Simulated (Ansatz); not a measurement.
# InSiH5 (SMILES [SiH3][InH2]) at SVWN5/def2-TZVP (core potential)

What is the vertical ionisation energy of InSiH5 at SVWN5/def2-TZVP (core potential)? 

The calculation is run with Ansatz 0.2.0.

37 further runs of the same task are left out: 37 set aside as unsound or not needed.

## (1) The system as given

InSiH5: 7 atoms, total charge 0, spin state singlet. As SMILES, `[SiH3][InH2]`. Geometry: relaxed at PBE0-D4/def2-TZVP.

Bond lengths: Si1–In2 2.575 Å, Si1–H3 1.488 Å, Si1–H4 1.491 Å, Si1–H5 1.491 Å, In2–H6 1.729 Å, In2–H7 1.730 Å. Angles: Si1–In2–H6 122.1°, Si1–In2–H7 119.9°, In2–Si1–H3 113.2°, In2–Si1–H4 110.5°, In2–Si1–H5 110.1°, H6–In2–H7 118.0°, H3–Si1–H4 107.8°, H3–Si1–H5 107.7°, H4–Si1–H5 107.3°.

## (2) A single-point energy at SVWN5/def2-TZVP (core potential)

The input, molecule.yaml:

```yaml
crystal:
  periodic: [false, false, false]
  atoms:
    - {symbol: Si, position_ang: [-0.667100, -0.641500, -0.642100]}
    - {symbol: In, position_ang: [0.830800, 0.837600, 0.840500]}
    - {symbol: H, position_ang: [-2.119900, -0.371100, -0.463600]}
    - {symbol: H, position_ang: [-0.432000, -2.083300, -0.345900]}
    - {symbol: H, position_ang: [-0.338000, -0.425500, -2.080000]}
    - {symbol: H, position_ang: [0.179100, 2.062100, 1.872000]}
    - {symbol: H, position_ang: [2.547100, 0.621800, 0.819100]}
basis:
  gaussian: {orbitals: def2-TZVP}
hamiltonian: {xc: {name: SVWN5}}
accuracy: high
output: {orbitals: {seedname: orbitals}}
```

Command:

```console
$ ansatz run molecule.yaml --threads 1 --pin off --max-ram 3480MiB --events-out events.jsonl --progress --plain --runs-dir runs
```

Log:

```text
Warning: RAYON_NUM_THREADS=1 ignored (pool sized by the plan → 1); use --threads N
Functional definition: SVWN5
  name "SVWN5"
  exchange = slater_x
  correlation = vwn5_c
2299 factors; integrals over basis functions are off by at most 3.6e-9 eV
mean field evaluation 1: about -13088.7395 eV, gradient 2.7e1 eV
mean field evaluation 2: about -13088.7470 eV, gradient 2.9e1 eV
mean field evaluation 4: about -13090.9225 eV, gradient 7.8e-1 eV
mean field evaluation 8: about -13090.9206 eV, gradient 2.9e-2 eV
mean field evaluation 16: about -13090.9206 eV, gradient 2.8e-6 eV
mean field -13090.92061939 eV, -481.0824594177 hartree, gradient 3.4e-9 eV, S^2 0.000000; 0 other end points of the search recorded, 0 dependent functions left out
reference -13090.92062447 eV, -481.0824596044 hartree; 20, 20 occupied and 97, 97 virtual orbitals, 2299 factors
Total energy: -13090.92062447 eV, -481.0824596044 hartree
```

Wall time 6.6 s (1 thread of Arm Neoverse V2, shared host); peak memory 0.32 GiB.

## (3) The doublet cation

The input, in.yaml:

```yaml
crystal:
  periodic: [false, false, false]
  atoms:
    - {symbol: Si, position_ang: [-0.667100, -0.641500, -0.642100]}
    - {symbol: In, position_ang: [0.830800, 0.837600, 0.840500]}
    - {symbol: H, position_ang: [-2.119900, -0.371100, -0.463600]}
    - {symbol: H, position_ang: [-0.432000, -2.083300, -0.345900]}
    - {symbol: H, position_ang: [-0.338000, -0.425500, -2.080000]}
    - {symbol: H, position_ang: [0.179100, 2.062100, 1.872000]}
    - {symbol: H, position_ang: [2.547100, 0.621800, 0.819100]}
basis:
  gaussian:
    orbitals: def2-TZVP
total_charge: 1
magnetization:
  spin_polarized: true
  initial_magnetization: 1
hamiltonian:
  xc: {name: SVWN5}
accuracy: high
output: {orbitals: {seedname: orbitals}}
```

Command:

```console
$ ansatz run in.yaml --threads 1 --pin off --max-ram 3480MiB --events-out events.jsonl --progress --plain --runs-dir runs
```

Log:

```text
Warning: RAYON_NUM_THREADS=1 ignored (pool sized by the plan → 1); use --threads N
[... 4 set-up lines as earlier in the session ...]
2299 factors; integrals over basis functions are off by at most 3.6e-9 eV
mean field evaluation 1: about -13076.0405 eV, gradient 2.5e1 eV
mean field evaluation 2: about -13024.6364 eV, gradient 7.0e1 eV
mean field evaluation 4: about -13081.2720 eV, gradient 6.5e0 eV
mean field evaluation 8: about -13081.5684 eV, gradient 3.1e-1 eV
mean field evaluation 16: about -13081.5639 eV, gradient 1.5e-3 eV
mean field evaluation 32: about -13080.8861 eV, gradient 5.9e0 eV
mean field -13081.56391187 eV, -480.7386067586 hartree, gradient 4.1e-8 eV, S^2 0.751418; 5 other end points of the search recorded, 0 dependent functions left out
reference -13081.56391643 eV, -480.7386069262 hartree; 20, 19 occupied and 97, 98 virtual orbitals, 2299 factors
Total energy: -13081.56391643 eV, -480.7386069262 hartree
```

Wall time 9.9 s (1 thread of Arm Neoverse V2, shared host); peak memory 0.39 GiB.

## (4) Summary of results

At SVWN5/def2-TZVP (core potential):

```
                                          quantity          value
                      singlet InSiH5: total energy  -481.08246 Eh
                       singlet InSiH5: HOMO energy       -6.47 eV
                       singlet InSiH5: LUMO energy       -3.12 eV
                     singlet InSiH5: HOMO–LUMO gap        3.35 eV
                      doublet cation: total energy  -480.73861 Eh
doublet cation: HOMO energy (highest over α and β)      -12.57 eV
 doublet cation: LUMO energy (lowest over α and β)      -12.26 eV
                              doublet cation: ⟨S²⟩          0.751
vertical ionisation energy (to the doublet cation)       9.357 eV
```

What this shows: Removing an electron at fixed nuclei costs 9.36 eV (216 kcal/mol). The negative HOMO energy of the first species, 6.47 eV, lies 2.89 eV below that difference.
